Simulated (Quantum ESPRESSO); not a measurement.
Hf: relaxation of cell and atoms with LDA

Hf:

```
Hf
1.0
     3.19750    0.00000    0.00000
    -1.59875    2.76912    0.00000
     0.00000    0.00000    5.05000
Hf
2
Cartesian
  0.0000 1.8461 1.2625
  1.5988 0.9230 3.7875
```

| Property | Result |
| --- | --- |
| Program | Quantum ESPRESSO 7.5 |
| Task | relaxation of cell and atoms |
| Functional | LDA |
| Potentials or basis | GBRV 1.5 LDA |
| Cutoff | 612 eV |
| Density cutoff | 4898 eV |
| k mesh | 21 × 21 × 12 |
| Occupations | gaussian, width 0.1 eV |
| Spin | no spin polarisation |
| Target pressure | 30 GPa |
| Form of the LDA correlation | PZ81 |
| Mixing beta | 0.5 |
| Most SCF iterations | 120 |
| SCF threshold | 4e-10 Ry |
| Most ionic steps | 40 |
| Forc conv thr | 0.0004 Ry/bohr |
| Etot conv thr | 1e-05 Ry |
| Ion dynamics | bfgs |
| Cell dynamics | bfgs |
| Press conv thr | 0.3 kbar |

| Item | Value |
| --- | --- |
| Relaxed volume | 17.42 Å³/atom |
| Relaxed cell | a = 2.923 Å, b = 2.923 Å, c = 4.708 Å, α = 90.00°, β = 90.00°, γ = 120.00° |
| Space group after relaxing (to 0.05 Å) | P6_3/mmc (No. 194) |
| Energy change on relaxing (the enthalpy is what falls) | +250.3 meV/atom |
| Ionic steps | 7 |
| Pressure after relaxing | 29.6 GPa |
| Band gap on the k mesh | none (metal or under the smearing width) |

Step by step:
```csv
step,energy change (eV),largest force (eV/Å),pressure (GPa),volume (Å³)
1,0.0000,0.0000,-7.49,44.71
2,0.2153,0.0000,19.81,36.70
3,0.5889,0.0000,32.96,34.40
4,0.4963,0.0000,29.96,34.87
5,0.4920,0.0000,29.80,34.88
6,0.4976,0.0000,29.91,34.85
7,0.5006,0.0000,29.99,34.83
```

Final structure:
```yaml
crystal:
  lattice:
    - [2.92300, 0.00000, 0.00000]
    - [-1.46150, 2.53139, 0.00000]
    - [0.00000, 0.00000, 4.70768]
  atoms:
    - { symbol: Hf, position: [0.33333, 0.66667, 0.25000] }
    - { symbol: Hf, position: [0.66667, 0.33333, 0.75000] }
```

Levels at points of the mesh, in eV from the Fermi level:
```tsv
k point	band 8	band 9	band 10	band 11	band 12	band 13	band 14	band 15	band 16	band 17
(0.00, 0.00, 0.00)	-29.24	-8.13	-4.62	1.14	1.14	1.27	1.79	2.21	2.21	3.25
(0.00, 0.00, -0.50)	-29.37	-5.73	-5.73	-0.03	-0.03	1.05	1.05	1.05	1.05	6.07
```

Run time: 7.9 min on 1 thread of Intel(R) Xeon(R) 6975P-C (Granite Rapids), on a shared host, peak memory 0.45 GiB.

Caveat: the volume moved by over 15 % at a fixed basis, so the end points are rough. The run has no spin-orbit coupling, so splittings on Hf are missing.
